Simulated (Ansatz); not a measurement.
Below is the output of a Python script on Ansatz 0.2.0, Python API that makes a projected density of states of CaMg, space group P4/mmm. Write a script that gives it. Settings: r2SCAN, PAW, cutoff 450 eV, 4×4×4 k-points, cold smearing of 0.15 eV.

```xyz
2
Lattice="4.0274 0.0000 0.0000 0.0000 4.0274 0.0000 0.0000 0.0000 3.8616" Properties=species:S:1:pos:R:3 pbc="T T T"
Ca    0.0000    0.0000    1.9308
Mg    2.0137    2.0137    0.0000
```

Running `python pdos_camg.py` prints:
```text
DeckWarning: basis.ecutwfc = 450 eV is below the records' recommended 500 eV, and the density's cutoff is lower with it unless basis.ecutrho_ratio is high enough to keep the records' density cutoff: compare with a run at a higher cutoff
E-EF      Ca 3S    Ca 4S    Ca 3P    Mg 2S    Mg 3S    Mg 2P
 -6.0     0.000    0.001    0.000    0.000    0.001    0.000
 -5.0     0.005    0.333    0.004    0.001    0.300    0.000
 -4.0     0.000    0.037    0.001    0.000    0.045    0.000
 -3.0     0.000    0.065    0.008    0.000    0.881    0.000
 -2.0     0.000    0.801    0.002    0.000    0.206    0.000
 -1.0     0.000    0.000    0.000    0.000    0.000    0.000
  0.0     0.001    0.293    0.000    0.001    0.235    0.000
  1.0     0.002    0.231    0.000    0.000    0.004    0.000
  2.0     0.000    0.008    0.000    0.000    0.002    0.000
  3.0     0.000    0.000    0.000    0.000    0.000    0.000
  4.0     0.000    0.033    0.000    0.000    0.036    0.000
  5.0     0.001    0.169    0.000    0.000    0.172    0.000
  6.0     0.000    0.001    0.000    0.000    0.020    0.000
```
(Warnings from the package without file and line.)

The script that was run (others could print the same):

The script, `pdos_camg.py`:
```python
# -*- coding: utf-8 -*-
"""Which atoms and shells make the states of CaMg."""

import ansatz as az
import numpy as np


def main():
    structure = (
        az.Lattice.from_parameters(4.02737, 4.02737, 3.86162, alpha=90, beta=90, gamma=90)
        .space_group(123, hermann_mauguin="P4/mmm")
        .atom("Ca", (0.0, 0.0, 0.5))
        .atom("Mg", (0.5, 0.5, 0.0))
    )

    model = structure.calculation()
    model = model.accuracy("low")
    model = model.kpoints(spacing=0.52)
    model = model.functional("r2scan")
    model = model.scf(tolerance=1e-09).initial_density(normalization="atom")
    model = model.basis(450).occupations("cold", width=0.15)
    model = model.scf(extra_bands=10)
    model = model.density_of_states(projected=True, method="smearing", broadening_width=0.15, energy_step=0.1)
    session = model.session()
    planned = session.plan(threads=1)
    res = planned.execute()
    summary = res.report

    dos = res.density_of_states()
    energy = np.asarray(dos.energies_ev) - dos.fermi_ev
    curves = {}
    for site in res.projected_density_of_states().sites:
        for shell in site.shells:
            weight = sum(np.sum(curve.g_bin_mean_per_ev, axis=0) for curve in shell.curves)
            name = f"{site.species} {shell.label}"
            curves[name] = curves.get(name, 0) + weight

    print("E-EF   " + " ".join(f"{name:>8s}" for name in curves))
    for e in np.arange(-6, 6 + 0.1, 1.0):
        print(f"{e:5.1f}  " + " ".join(f"{np.interp(e, energy, g):8.3f}" for g in curves.values()))


if __name__ == "__main__":
    main()
```

Caveats:
- These settings explore the input space; cutoff and mesh may be short of convergence.
- The cutoff lies under the one recommended for these potentials.
- For a metal this k-point mesh is coarse: on a finer one energies can move by several to tens of meV an atom and pressures by half a GPa or more, differences at one mesh by less.
- The empty d shell of the heavier alkali and alkaline-earth atoms, which makes much of a conduction band, may have no channel.
- The structure comes from a database of computed cells and needn't be a stable or known phase.
- Curves are summed over the cell's atoms. Only shells that the potentials hold have channels, so projections don't add up to the total, least of all where a shell is missing (p of most metals); heights and places of peaks move with the mesh.
- The computed bands are complete only to about 7.1 eV above the Fermi level; beyond that the density of states is undercounted.
- Hardware and time: 4.6 s on 1 thread of Arm Neoverse V1 (shared host), peak memory 0.34 GiB.
